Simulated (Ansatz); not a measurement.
# CH5GaN (doublet): relaxing a cheap start

Aim: relax a generated start of CH5GaN (doublet) and see which bonds hold.

Program: Ansatz 0.2.0, Gaussian basis. Level of theory: UKS PBE0/def2-SVP. These are calculated values, not measurements.

17 further runs of the same task are left out: 2 that didn't finish, 15 set aside as unsound or not needed.

## (1) The system as given

8 atoms, charge 0, spin multiplicity 2.

Atoms are counted from 1 here; the program's logs count them from 0.

Bond lengths: Ga1–C2 1.218 Å, Ga1–N3 2.188 Å, Ga1–H4 1.972 Å, Ga1–H6 1.837 Å, C2–H4 1.172 Å, C2–H5 1.103 Å, C2–H6 1.191 Å, N3–H7 1.037 Å, N3–H8 1.063 Å. Angles: C2–Ga1–N3 126.7°, C2–Ga1–H4 33.7°, C2–Ga1–H6 39.8°, N3–Ga1–H4 100.2°, N3–Ga1–H6 103.4°, H4–Ga1–H6 57.9°, Ga1–C2–H4 111.1°, Ga1–C2–H5 125.4°, Ga1–C2–H6 99.4°, H4–C2–H5 106.3°, H4–C2–H6 102.7°, H5–C2–H6 109.6°, Ga1–N3–H7 112.3°, Ga1–N3–H8 97.2°, H7–N3–H8 104.0°, Ga1–H4–C2 35.2°, Ga1–H6–C2 40.9°.

As a file:

```xyz
8
charge 0, multiplicity 2
Ga   -0.3907   -0.3435   -1.1957
C    -1.2364   -1.1839   -0.9457
N    -0.6933    1.8200   -1.3121
H    -1.9134   -0.8480   -0.0495
H    -1.0447   -2.2610   -0.8015
H    -1.9497   -1.0277   -1.8865
H     0.1742    2.3502   -1.1099
H    -1.2705    1.9215   -0.4248
```

The start is a generated structure. Sticks and bond lists go by distance. No spin-orbit coupling is included. 

## (2) The run

Contents of in.yaml:

```yaml
crystal:
  periodic: [false, false, false]
  atoms:
    - {symbol: Ga, position_ang: [-0.390700, -0.343500, -1.195700]}
    - {symbol: C, position_ang: [-1.236400, -1.183900, -0.945700]}
    - {symbol: N, position_ang: [-0.693300, 1.820000, -1.312100]}
    - {symbol: H, position_ang: [-1.913400, -0.848000, -0.049500]}
    - {symbol: H, position_ang: [-1.044700, -2.261000, -0.801500]}
    - {symbol: H, position_ang: [-1.949700, -1.027700, -1.886500]}
    - {symbol: H, position_ang: [0.174200, 2.350200, -1.109900]}
    - {symbol: H, position_ang: [-1.270500, 1.921500, -0.424800]}
basis:
  gaussian: {orbitals: def2-SVP}
magnetization: {spin_polarized: true, initial_magnetization: 1}
hamiltonian: {xc: pbe0}
relax: {f_tol: 0.01, max_steps: 150}
```

The run is started by

```
ansatz run in.yaml --threads 1 --pin off --events-out ev --progress --plain --max-ram 16896MiB --backend cuda --devices 0, --max-vram 18GiB
```

What does the calculation give? Wanted: energy gained; shift from the start; total energy; dipole moment; ⟨S²⟩.

The runs gave:

```
                  quantity           value
                     steps              23
             energy gained       16.595 eV
shift from the start (rms)         0.437 Å
              total energy  -54967.4722 eV
             dipole moment          0.99 D
                      ⟨S²⟩           0.753
```

What this shows: By distance, Ga1–H4, Ga1–H6 opened. Ga1–C2 went from 1.218 to 1.996 Å. No vibrations were run, so this is a stationary point, not a proven minimum, and this spin need not be the ground state's.
